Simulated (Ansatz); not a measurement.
**C₇H₉F₉GeO₃: one species, many methods**

One table from this session's results is given with a row withheld; the runs are named, their logs left out.

Method: functionals in def2-TZVPP, the program's frozen cores in correlated methods; program: Ansatz 0.2.0, Gaussian basis.

Levels to be run: LDA (SPW92), PBE-D4, revPBE-D4, BLYP-D4, r2SCAN-D4, B97M-V, PBE0-D4, B3LYP-D4, r2SCANh-D4, r2SCAN0-D4, HSE06-D4, BHLYP-D4, CAM-B3LYP-D4, LC-ωPBE, ωB97X-V, ωB97M-V, B2PLYP, PBE-QIDH; CCSD(T)/def2-SVP; MP2/def2-TZVPP; MP2/def2-QZVPP; RPA on PBE.

**The geometry**

The geometry comes from an earlier relaxation with PBE0-D4 in a triple-zeta def2 set; it is a stationary point, not always the lowest conformer.

SMILES `[CH3][Ge]([O]CC(F)(F)F)([O]CC(F)(F)F)[O]CC(F)(F)F`, 29 atoms, charge 0, spin multiplicity 1.

Atoms are counted from 1 here; the program's logs count them from 0.

Bond lengths: C1–Ge2 1.918 Å, C1–H21 1.090 Å, C1–H22 1.089 Å, C1–H23 1.090 Å, Ge2–O3 1.780 Å, Ge2–O9 1.767 Å, Ge2–O15 1.770 Å, O3–C4 1.391 Å, C4–C5 1.515 Å, C4–H24 1.094 Å, C4–H25 1.096 Å, C5–F6 1.335 Å, C5–F7 1.345 Å, C5–F8 1.334 Å, O9–C10 1.394 Å, C10–C11 1.515 Å, C10–H26 1.095 Å, C10–H27 1.093 Å and more. Angles: Ge2–C1–H21 107.9°, Ge2–C1–H22 110.5°, Ge2–C1–H23 109.9°, H21–C1–H22 109.3°, H21–C1–H23 108.9°, H22–C1–H23 110.4°, C1–Ge2–O3 117.4°, C1–Ge2–O9 109.1°, C1–Ge2–O15 110.9°, O3–Ge2–O9 106.5°, O3–Ge2–O15 105.0°, O9–Ge2–O15 107.4°, Ge2–O3–C4 123.8°, O3–C4–C5 111.1°, O3–C4–H24 109.2°, O3–C4–H25 113.8°, C5–C4–H24 107.4°, C5–C4–H25 107.2° and more.

Geometry (Å):

```xyz
29
C7H9F9GeO3
C     0.8051    2.0354    1.4422
Ge    0.5169    0.3186    0.6377
O    -0.5437    0.2503   -0.7905
C    -1.0664    1.3741   -1.4209
C    -0.1180    1.8963   -2.4809
F    -0.6351    2.9699   -3.0837
F     1.0603    2.2575   -1.9435
F     0.1436    0.9823   -3.4168
O     2.0730   -0.3533    0.1390
C     2.2498   -1.1664   -0.9791
C     1.9220   -2.6181   -0.6953
F     0.6227   -2.7849   -0.4009
F     2.6254   -3.1105    0.3233
F     2.1861   -3.3623   -1.7765
O    -0.2009   -0.8108    1.7968
C    -1.4611   -1.3761    1.6241
C    -2.5413   -0.4706    2.1783
F    -2.5243    0.7372    1.5773
F    -3.7507   -1.0010    1.9744
F    -2.4037   -0.2517    3.4861
H     1.4665    1.8975    2.2980
H     1.2725    2.7156    0.7321
H    -0.1425    2.4443    1.7917
H    -1.9997    1.1029   -1.9223
H    -1.2794    2.2050   -0.7380
H     1.6374   -0.8615   -1.8343
H     3.3020   -1.1270   -1.2731
H    -1.7088   -1.5751    0.5771
H    -1.5077   -2.3177    2.1779
```

Set-up of the first run:

in.yaml reads:

```yaml
crystal:
  periodic: [false, false, false]
  atoms:
    - {symbol: C, position_ang: [0.805111, 2.035368, 1.442162]}
    - {symbol: Ge, position_ang: [0.516899, 0.318554, 0.637677]}
    - {symbol: O, position_ang: [-0.543748, 0.250264, -0.790489]}
    - {symbol: C, position_ang: [-1.066391, 1.374059, -1.420940]}
    - {symbol: C, position_ang: [-0.117987, 1.896327, -2.480928]}
    - {symbol: F, position_ang: [-0.635074, 2.969850, -3.083666]}
    - {symbol: F, position_ang: [1.060309, 2.257544, -1.943499]}
    - {symbol: F, position_ang: [0.143580, 0.982338, -3.416829]}
    - {symbol: O, position_ang: [2.073020, -0.353261, 0.138962]}
    - {symbol: C, position_ang: [2.249775, -1.166394, -0.979138]}
    - {symbol: C, position_ang: [1.922049, -2.618089, -0.695331]}
    - {symbol: F, position_ang: [0.622650, -2.784872, -0.400918]}
    - {symbol: F, position_ang: [2.625421, -3.110520, 0.323313]}
    - {symbol: F, position_ang: [2.186126, -3.362275, -1.776537]}
    - {symbol: O, position_ang: [-0.200898, -0.810751, 1.796815]}
    - {symbol: C, position_ang: [-1.461139, -1.376058, 1.624089]}
    - {symbol: C, position_ang: [-2.541296, -0.470606, 2.178329]}
    - {symbol: F, position_ang: [-2.524307, 0.737185, 1.577346]}
    - {symbol: F, position_ang: [-3.750652, -1.000959, 1.974404]}
    - {symbol: F, position_ang: [-2.403692, -0.251666, 3.486066]}
    - {symbol: H, position_ang: [1.466523, 1.897453, 2.297983]}
    - {symbol: H, position_ang: [1.272507, 2.715620, 0.732147]}
    - {symbol: H, position_ang: [-0.142537, 2.444307, 1.791724]}
    - {symbol: H, position_ang: [-1.999731, 1.102899, -1.922346]}
    - {symbol: H, position_ang: [-1.279427, 2.204950, -0.737958]}
    - {symbol: H, position_ang: [1.637427, -0.861502, -1.834275]}
    - {symbol: H, position_ang: [3.302007, -1.127043, -1.273087]}
    - {symbol: H, position_ang: [-1.708792, -1.575060, 0.577063]}
    - {symbol: H, position_ang: [-1.507722, -2.317672, 2.177863]}
basis:
  gaussian: {orbitals: def2-TZVPP}
hamiltonian: {xc: lda}
output: {orbitals: {seedname: orbitals}}
```

On the command line:

```bash
$ ansatz run in.yaml --threads 11 --pin off --events-out ev --progress --plain --max-ram 110592MiB --backend cuda --devices 0, --max-vram 75GiB
```

Among the steps run: LDA; PBE-D4 (GGA); revPBE-D4 (GGA); BLYP-D4 (GGA); r2SCAN-D4 (meta-GGA); B97M-V (meta-GGA); B3LYP-D4 (hybrid); r2SCANh-D4 (hybrid); r2SCAN0-D4 (hybrid); HSE06-D4 (hybrid); BHLYP-D4 (hybrid); CAM-B3LYP-D4 (range-separated); LC-ωPBE (range-separated); ωB97X-V (range-separated); ωB97M-V (range-separated); B2PLYP (double hybrid); PBE-QIDH (double hybrid).

One table of the session follows, with a row left open; its other results are not shown here.

It belongs to the step «Frontier levels by functional». 

| functional | HOMO (eV) | gap (eV) |
| --- | --- | --- |
| LDA (SPW92) | -7.20 | 5.98 |
| PBE-D4 | -6.98 | 6.11 |
| revPBE-D4 | -6.90 | 6.18 |
| BLYP-D4 | -6.91 | 6.09 |
| r2SCAN-D4 | -7.38 | 6.88 |
| B97M-V | -7.51 | 6.85 |
| PBE0-D4 | -8.67 | 8.80 |
| B3LYP-D4 | -8.42 | 8.23 |
| r2SCANh-D4 | -8.00 | 7.86 |
| r2SCAN0-D4 | -8.95 | 9.33 |
| HSE06-D4 | -8.26 | 8.02 |
| BHLYP-D4 | -10.31 | 11.32 |
| CAM-B3LYP-D4 | -10.16 | 11.24 |
| LC-ωPBE | -11.46 | 13.91 |
| ωB97X-V | ? | ? |
| ωB97M-V | -11.08 | 12.93 |

**Question.** Estimate the row for ωB97X-V.

As computed: HOMO (eV): -11.15; gap (eV): 13.35. In the column «HOMO (eV)» it lies between LC-ωPBE (-11.46) and ωB97M-V (-11.08).
